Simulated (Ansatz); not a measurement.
Runs of Ansatz 0.2.0 on NiMoIrPdW. Symmetry: P3m1, No. 156, trigonal system. The conventional cell has a = 2.761 Å, b = 2.761 Å, c = 11.341 Å, α = 90.00°, β = 90.00°, γ = 120.00°. Around Ni (site symmetry 3m) lie 3 W at 2.59 Å and 3 Pd at 2.68 Å and 6 Ni at 2.76 Å. Around Mo (site symmetry 3m) lie 3 Ir at 2.66 Å and 1 W at 2.66 Å and 6 Mo at 2.76 Å. Around Pd (site symmetry 3m) lie 3 Ni at 2.68 Å and 6 Pd at 2.76 Å and 3 Ir at 2.84 Å. Ir (site symmetry 3m) is surrounded by 3 Mo at 2.66 Å and 6 Ir at 2.76 Å and 3 Pd at 2.84 Å. W (site symmetry 3m) has 3 Ni at 2.59 Å and 1 Mo at 2.66 Å and 6 W at 2.76 Å as nearest neighbours. The cell was built by a generator and needn't be a form met in nature.

```tsv
task	level	spin	cell	k mesh	cutoff (eV)	points for each segment of the path	atoms under strain	mesh quality	gap on the mesh (eV)	pressure (GPa)	moment (μB)	relaxed volume (Å³/atom)	largest force (eV/Å)
relaxation of cell and atoms	r2SCAN+D4	collinear, ferromagnetic start	relaxed	8 × 8 × 2	500	-	-	not flagged	none	0.0	0.00	14.53	-
band structure	r2SCAN	non-collinear, ferromagnetic start, SOC	as given	8 × 8 × 2	500	14	-	not flagged	none	-4.6	(a)	-	(b)
relaxation of cell and atoms	r2SCAN	collinear, ferromagnetic start	relaxed	8 × 8 × 2	500	-	-	not flagged	none	0.0	0.00	14.63	-
band structure	r2SCAN	collinear, ferromagnetic start	as given	11 × 11 × 3	500	14	-	not flagged	none	-4.7	0.62	-	0.30
elastic constants	PBE	collinear, ferromagnetic start	as given	7 × 7 × 2	420	-	relaxed	coarse	none	-0.2	0.00	-	-
```

Alike in all rows: potentials or basis Ansatz PAW; smearing fermi-dirac 0.05 eV.

Task: Fill in the values left out.

Result: (a) 0.19; (b) 0.26.

Caveats: some runs use coarse meshes; the magnetic or orbital state may not be the lowest (some runs); the PAW data sets come from PBE, with cores solved anew for the run's functional, which leaves a small shift of forces and pressure (some runs); the starting moments weren't kept (some runs); the plane-wave basis is chosen anew once the cell has moved, so the energies of steps on either side of that aren't comparable (some runs); pairwise dispersion overbinds metals, which lowers pressure and volume (some runs); spin-orbit coupling is left out, which moves the levels of the heavy elements (some runs); elastic constants of metals need much finer meshes, so these are rough (some runs).

A k mesh can miss the band edges, and rows without SOC leave out spin-orbit coupling on Ir, Mo, Pd, W.

A gap of «none» marks a metal or a gap under the smearing width.
